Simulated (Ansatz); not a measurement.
# AsH₃+ (doublet): wave-function methods side by side at distance As1–H3 = 1.497 Å, cc-pVDZ

How much of the correlation energy of AsH₃+ (doublet) does each wave-function method recover here?

Program: Ansatz 0.2.0, Gaussian basis. Level of theory: cc-pVDZ, core rule «outside noble gas», up to 14 orbitals frozen. These are calculated values, not measurements.

Plan: UHF; CCSD(T) on ROHF; CCSD(T) on UHF; BCCD(T) on ROHF; CISD as a restricted active space (open shells left free, so some higher excitations enter); CCSDT(Q) on ROHF; CCSDT(Q) on UHF; CCSDTQ on ROHF; CCSDTQ on UHF; CASSCF and MRCISD+Q, 3 electrons in 3 orbitals; CASSCF and NEVPT2, 3 electrons in 3 orbitals; CASSCF and MRCISD+Q, 7 electrons in 7 orbitals; CASSCF and NEVPT2, 7 electrons in 7 orbitals; Full CI.

## (1) The system

The geometry derives from a PBE0/def2-TZVP stationary point (not a proven minimum). One bond is set to the value named and the two fragments are kept rigid. No spin-orbit coupling is included. The filled d shell of As may be among the frozen orbitals whatever the setting's name suggests.

4 atoms, charge 1, spin multiplicity 2.

Atoms are counted from 1 here; the program's logs count them from 0.

Bond lengths: As1–H2 1.497 Å, As1–H3 1.497 Å, As1–H4 1.497 Å. Angles: H2–As1–H3 112.5°, H2–As1–H4 112.5°, H3–As1–H4 112.5°.

Geometry (Å):

```
As    0.0001    0.0000   -0.0162
H     1.4362    0.0138    0.4059
H    -0.7317    1.2385    0.3977
H    -0.7085   -1.2513    0.3998
```

## (2) UHF

in.yaml

```yaml
crystal:
  periodic: [false, false, false]
  atoms:
    - {symbol: As, position_ang: [0.000054, -0.000013, -0.016190]}
    - {symbol: H, position_ang: [1.436166, 0.013750, 0.405932]}
    - {symbol: H, position_ang: [-0.731713, 1.238539, 0.397694]}
    - {symbol: H, position_ang: [-0.708471, -1.251307, 0.399802]}
basis:
  gaussian: {orbitals: cc-pVDZ}
total_charge: 1
magnetization: {spin_polarized: true, initial_magnetization: 1}
hamiltonian: {xc: hf}
output: {orbitals: {seedname: orbitals}}
```

Started as:

```console
$ ansatz run in.yaml --threads 1 --pin off --events-out ev --progress --plain --max-ram 2816MiB --backend cpu
```

After this run come: CCSD(T) on ROHF; CCSD(T) on UHF; BCCD(T) on ROHF; CISD as a restricted active space (open shells left free, so some higher excitations enter); CCSDT(Q) on ROHF; CCSDT(Q) on UHF; CCSDTQ on ROHF; CCSDTQ on UHF; CASSCF and MRCISD+Q, 3 electrons in 3 orbitals; CASSCF and NEVPT2, 3 electrons in 3 orbitals; CASSCF and MRCISD+Q, 7 electrons in 7 orbitals; CASSCF and NEVPT2, 7 electrons in 7 orbitals; Full CI.

Q: Predict the results of all the runs planned. Wanted: FCI from the RHF energy; RMP2 from FCI; UMP2 from FCI; RCCSD from FCI; RCCSD(T) from FCI; UCCSD(T) from FCI; RCCSDT(Q) from FCI; UCCSDT(Q) from FCI; NEVPT2 pair from FCI.

**Answer**, as computed:

```
                         quantity                                                                                                                 value
          FCI from the ROHF energy                                                                                                            -3.4532 eV
                    RMP2 from FCI                                                                                                            +774.8 meV
                    UMP2 from FCI                                                                                                            +767.3 meV
                   RCCSD from FCI                                                                                                             +83.3 meV
                RCCSD(T) from FCI                                                                                                             +17.7 meV
                UCCSD(T) from FCI                                                                                                             +14.0 meV
               RCCSDT(Q) from FCI                                                                                                              -0.1 meV
               UCCSDT(Q) from FCI                                                                                                              -3.8 meV
             NEVPT2 pair from FCI                                                                                                            +749.9 meV
           MRCISD+Q pair from FCI                                                                                                             -11.3 meV
          NEVPT2 valence from FCI                                                                                                            +557.6 meV
levels within 1 kcal/mol (43 meV)  RCCSD(T), UCCSD(T), BCCD(T), RCCSDT, UCCSDT, RCCSDT(Q), UCCSDT(Q), RCCSDTQ, UCCSDTQ, MRCISD+Q pair, MRCISD+Q valence
                    T1 diagnostic                                                                                                                 0.015
   effectively unpaired electrons                                                                                                                  1.03
```

RCCSD(T) misses by +17.7 meV, 0.5 % of the correlation energy. UCCSDT, UCCSDT(Q), UCCSDTQ, MRCISD+Q pair fall below full CI: unrestricted runs freeze a spin-polarised core, another one than full CI's, and coupled cluster isn't variational. One determinant dominates. Of the multireference levels listed MRCISD+Q valence comes nearest in total energy (+5.3 meV), which doesn't show that its space is the better one. These misses are within one basis, not against nature; the frozen cores of restricted and unrestricted runs differ, which can shift their rows.

Levels on UHF freeze UHF's core orbitals, full CI those of ROHF, so the U rows can settle a little off it for that reason alone.

With open shells the CI space here admits some higher excitations, so it is larger than plain CISD.
